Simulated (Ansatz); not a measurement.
# Mercury, bcc under LDA: structure, energy and stiffness

What does LDA give for mercury in the bcc structure? We relax it, solve it on a dense k-mesh, switch on spin-orbit coupling, then scale the cell to 7 volumes from 88 to 112 % of the relaxed one and try a fit of the equation of state. The k-meshes are 12×12×12 for the relaxation; 20×20×20 for the dense run; 12×12×12 for spin-orbit coupling; 14×14×14 for the volumes.

Program: Ansatz 0.2.0. Level of theory: DFT LDA (PW92), plane waves (420 eV) with PAW, scalar-relativistic; PAW files made under PBE, frozen cores solved again for the functional. These are calculated values, not measurements.

### Step 1. The structure to begin with

Symmetry: Im-3m, No. 229, cubic system. The conventional cell has a = 3.587 Å, b = 3.587 Å, c = 3.587 Å, α = 90.00°, β = 90.00°, γ = 90.00°. Hg (site symmetry m-3m) is surrounded by 8 Hg at 3.11 Å.

As a file:

```
CELL_PARAMETERS angstrom
-1.79341 1.79341 1.79341
1.79341 -1.79341 1.79341
1.79341 1.79341 -1.79341
ATOMIC_POSITIONS crystal
Hg 0.00000 0.00000 0.00000
```

### Step 2. Geometry optimisation

input.yaml reads:

```yaml
crystal:
  lattice:
    - [-1.7934065524, 1.7934065524, 1.7934065524]
    - [1.7934065524, -1.7934065524, 1.7934065524]
    - [1.7934065524, 1.7934065524, -1.7934065524]
  atoms:
    - { symbol: Hg, position: [0.0, 0.0, 0.0] }
hamiltonian:
  xc: lda
  pseudopotentials:
    kind: paw
    azcp:
      Hg: "pseudopotentials/Hg.paw.azcp"
basis:
  ecutwfc: 420
  fft_grid_basis: typed
kpoints:
  mp_grid: { grid: [12, 12, 12], shift: [0, 0, 0] }
magnetization:
  spin_polarized: false
scf:
  occupations: { method: fermi_dirac, width: 0.1 }
relax:
  max_steps: 60
  f_tol: 0.01
  cell: {}
output:
  write_density: true
  write_potential: true
  elf: true
  volumetric_format: npy
```

After this run come: The energy on a finer k-mesh; Spin-orbit coupling switched on; At 88 % of the relaxed volume; At 92 % of the relaxed volume; At 96 % of the relaxed volume; At 100 % of the relaxed volume; At 104 % of the relaxed volume; At 108 % of the relaxed volume; At 112 % of the relaxed volume.

Q: Predict the outcome of this session. Wanted: space group; conventional cell; volume; shortest distance; gap on the mesh; relative to alpha-Hg; V₀, B₀, B₀′.

The runs gave:

| quantity | value |
| --- | --- |
| space group (spins left aside) | Im-3m (No. 229) |
| conventional cell | a = 3.554 Å |
| volume | 22.451 Å³/atom |
| shortest distance | 3.078 Å |
| gap on the mesh | none (levels filled in part) |
| relative to alpha-Hg (rhombohedral) | +25 meV/atom |
| V₀, B₀, B₀′ | 22.516 Å³/atom, 49 GPa, 7.4 |

From the guessed start the volume shrank by 2.7 % in 4 steps. It lies 25 meV/atom above the element's reference form at the same level (alpha-Hg (rhombohedral), from a run of its own). Levels at the Fermi energy are filled in part, as in a metal. Totals with and without spin-orbit coupling (-39.0 eV/atom apart) can't be read as binding, since the two-component data shift the zero of energy. The fitted modulus is 49 GPa. Relaxation kept the symmetry; phonons were not checked.
